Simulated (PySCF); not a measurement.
# From one method to the next for TeH⁺ (triplet)

What do other methods print for TeH⁺ (triplet)?

Computed with PySCF 2.14.0. Level: each script names its method and basis.

5 further runs of the same task are left out: 1 for a known fault of the program, 4 that didn't finish.

## Step 1: The system as given

TeH⁺ (triplet): 2 atoms, charge 1, spin multiplicity 3.

No contacts short enough for the rule that draws bonds.

## Step 2: The run that the others are compared with

Contents of input.py:

```python
from pyscf import gto, scf

mol = gto.M(
    atom='Te 0 0 0; H 0 0 2.001',
    basis='def2-svpd',
    ecp={'Te': 'def2-svpd'},
    charge=1,
    spin=2,
    verbose=4,
)
mf = scf.UHF(mol)
mf.kernel()
mf.nuc_grad_method().kernel()
mf.dip_moment()
print('orbital energies (hartree):', [e[max(0, n-3):n+3].round(4) for e, n in zip(mf.mo_energy, mol.nelec)])
```

Started as:

```bash
$ python input.py
```

The log of this run is left out.

Base result: E(SCF) = -267.252301 Eh, 13 cycles, ⟨S²⟩ = 2.139, gradient on the second atom 0.0495 Eh/bohr.

The bond length is a typed value, not an optimised one. The dipole of an ion depends on the origin. The triplet is typed in the script; nothing here shows that it is the ground state.

## Step 3: CASCI (ROHF)

Variant 1 changes step after the SCF: gradient → casci; SCF type: UHF → ROHF; active space: none → 10 electrons in 8 orbitals.

Contents of input.py:

```python
from pyscf import gto, scf, mcscf

mol = gto.M(
    atom='Te 0 0 0; H 0 0 2.001',
    basis='def2-svpd',
    ecp={'Te': 'def2-svpd'},
    charge=1,
    spin=2,
    verbose=4,
)
mf = scf.ROHF(mol)
mf.kernel()
mc = mcscf.CASCI(mf, 8, 10)
mc.kernel()
mc.analyze()
mf.dip_moment()
print('orbital energies (hartree):', mf.mo_energy[..., max(0, mol.nelec[1]-3):mol.nelec[0]+3].round(4))
```

Started as:

```bash
$ python input.py
```

## Step 4: TDHF

Variant 2 changes step after the SCF: gradient → tddft; number of roots: none → 5.

Edit input.py of step 2 so:

```diff
@@ -1,2 +1,2 @@
-from pyscf import gto, scf
+from pyscf import gto, scf, tdscf
 
@@ -12,3 +12,6 @@
 mf.kernel()
-mf.nuc_grad_method().kernel()
+td = tdscf.TDHF(mf)
+td.nstates = 5
+td.kernel()
+td.analyze(verbose=3)
 mf.dip_moment()
```

## Step 5: Revtpss (UKS)

Variant 3 changes functional: none (Hartree–Fock) → revtpss; SCF type: UHF → UKS; step after the SCF: gradient → analyze.

Edit input.py of step 2 so:

```diff
@@ -1,2 +1,2 @@
-from pyscf import gto, scf
+from pyscf import gto, dft
 
@@ -10,5 +10,5 @@
 )
-mf = scf.UHF(mol)
+mf = dft.UKS(mol, xc='revtpss')
 mf.kernel()
-mf.nuc_grad_method().kernel()
+mf.mulliken_pop()
 mf.dip_moment()
```

## Step 6: MP2

Variant 4 changes step after the SCF: gradient → mp2.

Edit input.py of step 2 so:

```diff
@@ -1,2 +1,2 @@
-from pyscf import gto, scf
+from pyscf import gto, scf, mp
 
@@ -12,3 +12,3 @@
 mf.kernel()
-mf.nuc_grad_method().kernel()
+mp.MP2(mf).kernel()
 mf.dip_moment()
```

Before running it: what results should come out? Wanted: for each run, E(SCF); from base; gap, α spin; after the SCF.

As calculated:

```
          run  E(SCF) (hartree)  from base (eV)  cycles  gap, α spin (eV)                after the SCF
         base       -267.252301               0      13             13.61                          n/a
 CASCI (ROHF)       -267.244286         +0.2181       9               n/a  CASCI correlation -0.544 eV
         TDHF       -267.252301          0.0000      13             13.61    lowest root found 3.69 eV
revtpss (UKS)       -267.978544  not comparable      10              5.02                          n/a
          MP2       -267.252301          0.0000      13             13.61    MP2 correlation -2.719 eV
```

What this shows: A lower total energy from another functional means nothing by itself.
